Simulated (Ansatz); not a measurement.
# HfRu3 under changes of volume

One of the cells (15.475 Å³/atom); the others are scaled copies at fixed shape and fractional positions:

```
Hf Ru
1.0
     3.95577    0.00000    0.00000
     0.00000    3.95577    0.00000
     0.00000    0.00000    3.95577
Hf Ru
1 3
Cartesian
  0.0000 0.0000 0.0000
  0.0000 1.9779 1.9779
  1.9779 0.0000 1.9779
  1.9779 1.9779 0.0000
```

The cell comes from a database or a generator and needn't be the stable form of this composition.

- Program: Ansatz 0.2.0
- Functional: PBE
- Potentials or basis: Ansatz PAW
- Cutoff: 420 eV (not typed: the program's choice for these potentials)
- k mesh: 7 × 7 × 7
- Occupations: fermi-dirac, width 0.05 eV
- Spin: no spin polarisation

```tsv
volume (Å³/atom)	energy over the lowest point (meV/atom)	pressure (GPa)
14.547	38.18	15.2
14.856	14.82	9.2
15.166	2.49	3.8
15.475	0.00	-1.1
15.785	6.36	-5.4
16.094	?	?
16.404	41.92	-12.7
```

**Question.** What does the run at 16.094 Å³/atom give?

**Answer.** Energy over the lowest point 20.61 meV/atom; pressure -9.2 GPa.

Worked out: A Birch-Murnaghan fit of order 3 (a polynomial in V^(-2/3)) to the other rows has its minimum at 15.40 Å³/atom with B0 = V·E''(V) = 233 GPa and B' = 4.6. It gives 20.58 meV/atom at 16.094 Å³/atom, against the run's 20.61, and -dE/dV = -9.3 GPa, against -9.2.

Energies are extrapolated to zero smearing.
